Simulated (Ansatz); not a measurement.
## CdS, space group F-43m: a point defect in a supercell

Run with the Python package of Ansatz (0.2.0).

`defect_cds.py`
```python
import ansatz as az
import numpy as np

FUNCTIONAL = "r2scan"
CUTOFF = 600
SMEARING = "fermi_dirac"
SMEARING_WIDTH = 0.05

lattice = az.Lattice.of(
    [0.0, 2.9165, 2.9165],
    [2.9165, 0.0, 2.9165],
    [2.9165, 2.9165, 0.0],
)
sites = [
    ("Cd", [0.0, 0.0, 0.0]),
    ("S", [0.25, 0.25, 0.25]),
]
cell = az.Crystal(lattice=lattice)
for symbol, position in sites:
    cell = cell.atom(symbol, position)
host = cell.supercell(2)
defective = host.substitution("S", at=[0.0, 0.0, 0.0], replaces="Cd")

def settled(structure):
    return (
        structure.calculation()
        .functional(FUNCTIONAL)
        .pseudopotentials("paw")
        .basis(CUTOFF)
        .kpoints(2)
        .occupations(SMEARING, width=SMEARING_WIDTH)
        .band_table()
    )


perfect = settled(host).run(threads=1).report
calc = settled(defective).forces()
outcome = calc.run(threads=1)
r = outcome.report

n_host, n_defect = len(perfect["lattice"]["sites"]), len(r["lattice"]["sites"])
print(f"perfect cell: {n_host} atoms, F = {perfect['free_energy_ev']:.4f} eV")
print(f"defect cell:  {n_defect} atoms, F = {r['free_energy_ev']:.4f} eV")
print(f"difference {r['free_energy_ev'] - perfect['free_energy_ev']:.4f} eV (no chemical potentials)")

for site in outcome.lattice.sites:
    print(f"{site.symbol:2s}", " ".join(f"{v:8.4f}" for v in site.position_ang))
```

Output of `python defect_cds.py`:
```text
perfect cell: 16 atoms, F = -73404.6320 eV
defect cell:  16 atoms, F = -66037.2539 eV
difference 7367.3781 eV (no chemical potentials)
S    0.0000   0.0000   0.0000
S    1.4583   1.4583   1.4583
Cd   2.9165   2.9165   0.0000
S    4.3747   4.3747   1.4583
Cd   2.9165   0.0000   2.9165
S    4.3747   1.4583   4.3747
Cd   5.8330   2.9165   2.9165
S    7.2912   4.3747   4.3747
Cd   0.0000   2.9165   2.9165
S    1.4583   4.3747   4.3747
Cd   2.9165   5.8330   2.9165
S    4.3747   7.2912   4.3747
Cd   2.9165   2.9165   5.8330
S    4.3747   4.3747   7.2912
Cd   5.8330   5.8330   5.8330
S    7.2912   7.2912   7.2912
```

Absolute energies stand on the zero of these potentials, so only differences at equal settings mean something. A total without «per atom» is that of the cell as typed. Extra carriers fill band states at a few k-points, so forces and energy hang on the mesh. The atoms stand at ideal sites; relaxing them can change energy and levels by an eV or more. The difference holds no chemical potentials. The structure is a deposited one; some such entries were measured under pressure or heat, so a shift against it needn't be the functional's error alone. The supercell is small, so the defect meets its images and the energies aren't those of an isolated defect; a partly filled defect level may also lower its energy by spin or distortion. For a charged cell the difference holds no correction, alignment or term for the electrons' reservoir. Finished in 59 s on 1 thread of Arm Neoverse V2 (shared host), peak memory 2.5 GiB.
